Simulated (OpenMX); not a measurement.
Crystal: MoSe.

```xyz
2
Lattice="0.0000 2.8929 2.8929 2.8929 0.0000 2.8929 2.8929 2.8929 0.0000" Properties=species:S:1:pos:R:3 pbc="T T T"
Mo    0.0000    0.0000    0.0000
Se    2.8929    2.8929    2.8929
```

The cell was built by a generator and needn't be a form met in nature.

Base run:

```yaml
Program: OpenMX 3.8.5
Functional: PBE
Dispersion: D3(BJ)
Potentials_or_basis: OpenMX 2013 PBE set, Mo7.0-s3p2d2, Se7.0-s3p2d2, grid cutoff 400 Ry
k_mesh: 7 × 7 × 7
Occupations: fermi-dirac, width 0.05 eV
Spin: no spin polarisation
```

Its results: band gap on the k mesh none (metal or under the smearing width); pressure -22.9 GPa.

The run is repeated on the same cell with these changes: dispersion from D3(BJ) to D3. What comes out?

Band gap on the k mesh none (metal or under the smearing width); pressure -21.4 GPa.

Caveats: the basis of atomic orbitals isn't converged, which shifts pressures, moduli and gaps; pairwise dispersion overbinds metals, which lowers pressure and volume.

Not every run made on this cell is shown here.
